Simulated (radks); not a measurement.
# Taking charge from the 5d level of Ce in fractions

Aim: follow energy and eigenvalue as charge leaves the 5d level of Ce bit by bit, and test Janak's theorem, Slater's transition state and the straight-line condition.

Program: radks (a radial shooting solver on a logarithmic mesh, Libxc functionals) version 1. Level of theory: Dirac Kohn-Sham, PBE, spin-unpolarised, spherical densities, point nucleus; open shells fill j = l - 1/2 first. These are calculated values, not measurements, unless marked.

## 1. The atom as given

* element: cerium (Z = 58)
* charge: 0
* electrons: 58
* configuration: [Xe] 4f1 5d(3/2: 1, 5/2: 0) 6s2

A shell typed twice in an input gives the lower j, then the higher j.

## 2. Start: [Xe] 4f1 5d(3/2: 1, 5/2: 0) 6s2

Input:

```text
Z 58
configuration [Xe] 4f1 5d1 5d0 6s2
relativity Dirac
functional pbe,pbe
spin unpolarised
j_filling energy
nucleus point
c 137.035999084
```

## 3. 0.125 electron removed from 5d

Input:

```text
Z 58
configuration [Xe] 4f1 5d0.875 5d0 6s2
relativity Dirac
functional pbe,pbe
spin unpolarised
j_filling energy
nucleus point
c 137.035999084
```

## 4. 0.25 electron removed from 5d

Input:

```text
Z 58
configuration [Xe] 4f1 5d0.75 5d0 6s2
relativity Dirac
functional pbe,pbe
spin unpolarised
j_filling energy
nucleus point
c 137.035999084
```

## 5. 0.375 electron removed from 5d

Input:

```text
Z 58
configuration [Xe] 4f1 5d0.625 5d0 6s2
relativity Dirac
functional pbe,pbe
spin unpolarised
j_filling energy
nucleus point
c 137.035999084
```

## 6. 0.5 electron removed from 5d

Input:

```text
Z 58
configuration [Xe] 4f1 5d0.5 5d0 6s2
relativity Dirac
functional pbe,pbe
spin unpolarised
j_filling energy
nucleus point
c 137.035999084
```

## 7. 0.625 electron removed from 5d

Input:

```text
Z 58
configuration [Xe] 4f1 5d0.375 5d0 6s2
relativity Dirac
functional pbe,pbe
spin unpolarised
j_filling energy
nucleus point
c 137.035999084
```

## 8. 0.75 electron removed from 5d

Input:

```text
Z 58
configuration [Xe] 4f1 5d0.25 5d0 6s2
relativity Dirac
functional pbe,pbe
spin unpolarised
j_filling energy
nucleus point
c 137.035999084
```

## 9. 0.875 electron removed from 5d

Input:

```text
Z 58
configuration [Xe] 4f1 5d0.125 5d0 6s2
relativity Dirac
functional pbe,pbe
spin unpolarised
j_filling energy
nucleus point
c 137.035999084
```

## 10. 1 electron removed from 5d

Input:

```text
Z 58
configuration [Xe] 4f1 5d0 5d0 6s2
relativity Dirac
functional pbe,pbe
spin unpolarised
j_filling energy
nucleus point
c 137.035999084
```

**Question.** What will these runs give? Wanted: for each run, removed; E − E(0); eigenvalue; E minus straight line.

The runs gave:

```tsv
removed (e)	E − E(0) (eV)	eigenvalue (eV)	E minus straight line (eV)
0	0.000	-3.144	0.000
0.125	0.442	-3.929	-0.373
0.25	0.983	-4.743	-0.646
0.375	1.629	-5.585	-0.816
0.5	2.381	-6.453	-0.878
0.625	3.243	-7.345	-0.831
0.75	4.218	-8.260	-0.671
0.875	5.309	-9.197	-0.394
1	6.518	-10.154	0.000
```

In words: Removing the whole electron costs 6.518 eV, against 3.144 eV from minus the starting eigenvalue. Slater's transition state, half an electron removed, gives 6.453 eV. The trapezoid integral of minus the eigenvalue gives 6.520 eV over the range, against 6.518 eV from the energies (Janak's theorem). The eigenvalue moves by 7.01 eV per electron. E bends below the straight line by 0.88 eV at 0.5 electron removed: the delocalisation error of the functional.
